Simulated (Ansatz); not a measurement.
# Al4Cu: the cost of one run

Method: DFT PBE, scalar-relativistic, plane waves, PAW, in Ansatz 0.2.0.

1 further run of the same task is left out (it didn't finish).

## (1) Starting point

The structure is orthorhombic, space group Immm (No. 71). Conventional cell: a = 3.446 Å, b = 5.723 Å, c = 6.603 Å, α = 90.00°, β = 90.00°, γ = 90.00°. Al (site symmetry m) has 4 Al at 2.08 to 2.24 Å as nearest neighbours. Cu (site symmetry mmm) is surrounded by 12 Al at 2.52 to 2.66 Å.

Coordinates:

```xyz
5
Lattice="-1.7232 2.8617 3.3015 1.7232 -2.8617 3.3015 1.7232 2.8617 -3.3015" Properties=species:S:1:pos:R:3 pbc="T T T"
Al    0.0000    1.1210    2.2591
Al    1.7232    1.7407   -1.0424
Al    0.0000    1.1210    4.3439
Al    1.7232    1.7407    1.0424
Cu    0.0000    0.0000    0.0000
```

The cell is invented: species swapped into a database cell of CrB4 (Immm, No. 71), with Cu on the Cr sites and Al on the B sites. Lengths come from tabulated atomic sizes and are only a guess.

## (2) The guess as it stands, on a coarse mesh

File input.yaml:

```yaml
crystal:
  lattice:
    - [-1.72318574, 2.86170868, 3.30149832]
    - [1.72318574, -2.86170868, 3.30149832]
    - [1.72318574, 2.86170868, -3.30149832]
  atoms:
    - { symbol: Al, position: [0.53800285, 0.34213358, 0.19586927] }
    - { symbol: Al, position: [0.14626431, 0.34213358, 0.80413073] }
    - { symbol: Al, position: [0.85373569, 0.65786642, 0.19586927] }
    - { symbol: Al, position: [0.46199715, 0.65786642, 0.80413073] }
    - { symbol: Cu, position: [0.0, 0.0, 0.0] }
basis:
  ecutwfc: 420
kpoints:
  mp_grid: { grid: [6, 6, 6] }
hamiltonian:
  xc: pbe
scf:
  occupations: { method: gaussian, width: 0.1 }
  lower_state_search: "off"
output:
  forces: true
  stress: true
  eigenvalues: true
```

Run with:

```bash
$ ansatz run input.yaml --threads 1 --pin off --max-ram 2560MiB --backend cpu --events-out ev --progress --plain --runs-dir out
```

Q: Estimate wall time and peak memory on 1 thread of Arm Neoverse V2, shared host.

About 4.1 s, with a peak of 0.34 GiB.
